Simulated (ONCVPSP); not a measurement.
**Pseudopotential generation for lutetium: ONCV, PBE**

Aim: build the potential from the settings below, then test how well it stands in for the atom: other configurations, scattering, ghost states and the plane-wave cutoff that it needs.

The numbers are computed with ONCVPSP 4.0.1 (PBE, scalar-relativistic, spin-unpolarised reference atom).

## 1. Settings

The settings as typed:

| Property | Result |
| --- | --- |
| element | lutetium (Lu, Z = 71) |
| type | optimised norm-conserving Vanderbilt (ONCV) |
| frozen core | [Kr] 4d10 |
| valence charge | 25 |
| reference configuration | 4f14 5s2 5p6 5d1 6s1.5 (charge +0.5) |
| partial waves | 5s+6s: rc 2.15 bohr, ncon 5, nbas 9, qcut 4.5 1/bohr, 2 projectors; 5p: rc 2.10 bohr, ncon 4, nbas 9, qcut 8.2 1/bohr, 2 projectors, debl 1.9 Ha; 5d: rc 3.05 bohr, ncon 4, nbas 9, qcut 4.7 1/bohr, 2 projectors, debl 2.8 Ha; 4f: rc 0.95 bohr, ncon 4, nbas 8, qcut 21 1/bohr, 2 projectors, debl 1.2 Ha |
| local potential | polynomial inside 0.90 bohr (lpopt 3, dvloc0 1 Ha) |
| core correction | Teter function, fcfact 3.25, rcfact 1.8 |

## 2. Generation

Lu.dat

```
# ATOM AND REFERENCE CONFIGURATION
# atsym  z   nc   nv     iexc    psfile
  Lu 71.00    9    5        4      upf
#
#   n    l    f
    1    0    2.00
    2    0    2.00
    2    1    6.00
    3    0    2.00
    3    1    6.00
    3    2   10.00
    4    0    2.00
    4    1    6.00
    4    2   10.00
    4    3   14.00
    5    0    2.00
    5    1    6.00
    5    2    1.00
    6    0    1.50
#
# PSEUDOPOTENTIAL AND OPTIMIZATION
# lmax
    3
#
#   l,   rc,      ep,       ncon, nbas, qcut
    0    2.15    0.00    5    9    4.50
    1    2.10    0.00    4    9    8.20
    2    3.05    0.00    4    9    4.70
    3    0.95    0.00    4    8   21.00
#
# LOCAL POTENTIAL
# lloc, lpopt,  rc(5),   dvloc0
    4    3    0.90    1.00
#
# VANDERBILT-KLEINMAN-BYLANDER PROJECTORs
# l, nproj, debl
    0    2    2.50
    1    2    1.90
    2    2    2.80
    3    2    1.20
#
# MODEL CORE CHARGE
# icmod, fcfact, rcfact
    3    3.25    1.80
#
# LOG DERIVATIVE ANALYSIS
# epsh1, epsh2, depsh
   -4.00    5.00    0.02
#
# OUTPUT GRID
# rlmax, drl
    6.00    0.01
#
# TEST CONFIGURATIONS
# ncnf
    4
# nvcnf
#   n    l    f
    5
    4    3   14.00
    5    0    2.00
    5    1    6.00
    5    2    1.00
    6    0    2.00
#
    5
    4    3   14.00
    5    0    2.00
    5    1    6.00
    5    2    1.00
    6    0    1.00
#
    5
    4    3   14.00
    5    0    2.00
    5    1    6.00
    5    2    1.00
    6    0    0.00
#
    5
    4    3   14.00
    5    0    2.00
    5    1    6.00
    5    2    0.00
    6    0    2.00
#
```

Launch:

```bash
$ oncvpsp.x < Lu.dat > Lu.out
```

**Question.** What will these runs give? Wanted: cutoffs for 1 and 0.1 mHa per electron, occupied waves; bound ghosts; GHOST(+) flags; largest test error; largest phase difference near zero energy, channels read; rms error of d²Exc/dn², without and with the model core.

The runs gave:

| quantity | value |
| --- | --- |
| cutoffs for 1 and 0.1 mHa per electron, occupied waves | 167 Ha and 184 Ha |
| bound ghosts | s at -17.33 eV |
| GHOST(+) flags | d at 168 eV |
| largest test error (AE − PS) | +12 meV, for 4f14 5s2 5p6 5d0 6s2 |
| largest phase difference near zero energy, channels read | 0.007 rad |
| rms error of d²Exc/dn², without and with the model core | 4.65 and 3.40 mHa |

What this shows: It has a bound ghost (s), a state that the atom doesn't have, and that rules the file out. The worst unpolarised test, 4f14 5s2 5p6 5d0 6s2, is off by 12 meV on 2.3 eV; by total energies transferability rates as good. Atomic tests can pass in spite of a ghost, since they solve only for the levels asked. By its cutoff, 167 Ha for the looser tolerance, it is very hard. At the looser tolerance the 4f wave is the slowest; 5p needs 13 Ha. Near zero energy the phases of the channels with partial waves agree within 0.007 rad. The pseudo curves have a pole with no partner nearby in the atom's: s at -0.64 Ha. The program also flags highly localised states, GHOST(+) (d). All of this concerns the isolated atom, not yet a solid.
